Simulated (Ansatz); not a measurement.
Task: a frozen displacement of one atom of LiMg₂, space group P-3m1, with Ansatz 0.2.0, Python API. Give the script and its output. Settings (first run): PBEsol, PAW, cutoff 476 eV, 8×8×2 k-points, Methfessel-Paxton smearing of 0.15 eV.

```
CELL_PARAMETERS angstrom
3.14995 0.00000 0.00000
-1.57497 2.72793 0.00000
0.00000 0.00000 15.22990
ATOMIC_POSITIONS crystal
Li 0.33333 0.66667 0.58248
Li 0.66667 0.33333 0.41752
Mg 0.33333 0.66667 0.91598
Mg 0.66667 0.33333 0.74612
Mg 0.33333 0.66667 0.25388
Mg 0.66667 0.33333 0.08402
```

`run_push.py`
```python
import warnings

import ansatz as az
import numpy as np
from pymatgen.core import Lattice, Structure
from pymatgen.io.ase import AseAtomsAdaptor


def main() -> None:
    warnings.simplefilter("ignore", az.DeckWarning)

    pmg_structure = Structure(
        Lattice([(3.14995, 0.0, 0.0), (-1.57497, 2.72793, 0.0), (0.0, 0.0, 15.2299)]),
        ["Li", "Li", "Mg", "Mg", "Mg", "Mg"],
        [
            (1 / 3, 2 / 3, 0.58248),
            (2 / 3, 1 / 3, 0.41752),
            (1 / 3, 2 / 3, 0.91598),
            (2 / 3, 1 / 3, 0.74612),
            (1 / 3, 2 / 3, 0.25388),
            (2 / 3, 1 / 3, 0.08402),
        ],
    )
    system = az.Crystal.from_ase(AseAtomsAdaptor.get_atoms(pmg_structure))

    inverse = np.linalg.inv(np.array(system.lattice.vectors))
    home = np.array(system.sites[1].position)
    values = np.linspace(-0.05, 0.05, 5)
    energies, pulls = [], []
    for shift in values:
        moved = system.move(1, to=home + shift * inverse[1])
        base = (
            moved.calculation()
            .functional("pbesol")
            .occupations("methfessel_paxton", width=150 * az.meV)
            .kpoints(8, 8, 2)
            .basis(35 * az.Ry)
            .forces()
        )
        r = base.run().report
        energies.append(r["free_energy_ev"])
        pulls.append(r["forces_ev_ang"][1][1])

    print("shift (A)   dE (eV)   force along y (eV/A)")
    for shift, e, f in zip(values, energies, pulls):
        print(f"{shift:8.3f} {e - energies[2]:10.5f} {f:12.4f}")
    print(f"stiffness from energies {2 * np.polyfit(values, energies, 2)[0]:.3f}, from forces {-np.polyfit(values, pulls, 1)[0]:.3f} eV/A^2")


if __name__ == "__main__":
    main()
```

Output of `python run_push.py`:
```text
shift (A)   dE (eV)   force along y (eV/A)
  -0.050    0.00046       0.0185
  -0.025    0.00011       0.0090
   0.000    0.00000      -0.0000
   0.025    0.00011      -0.0086
   0.050    0.00042      -0.0167
stiffness from energies 0.352, from forces 0.352 eV/A^2
```

What to keep in mind:
- For a metal this k-point mesh is coarse: on a finer one energies can move by several to tens of meV an atom and pressures by half a GPa or more, differences at one mesh by less.
- In a metal a curvature from energy changes of a few meV or less hangs on mesh and smearing, in size and even in sign.
- The structure comes from a database of computed cells and needn't be a stable or known phase.
- All periodic images of the atom move with it, so the curvature is one diagonal element of the zone-centre force constants and no normal mode; a positive value doesn't exclude soft modes in which several atoms move.
- Run time: 83 s on 1 thread of Arm Neoverse N1 (shared host), peak memory 0.54 GiB.
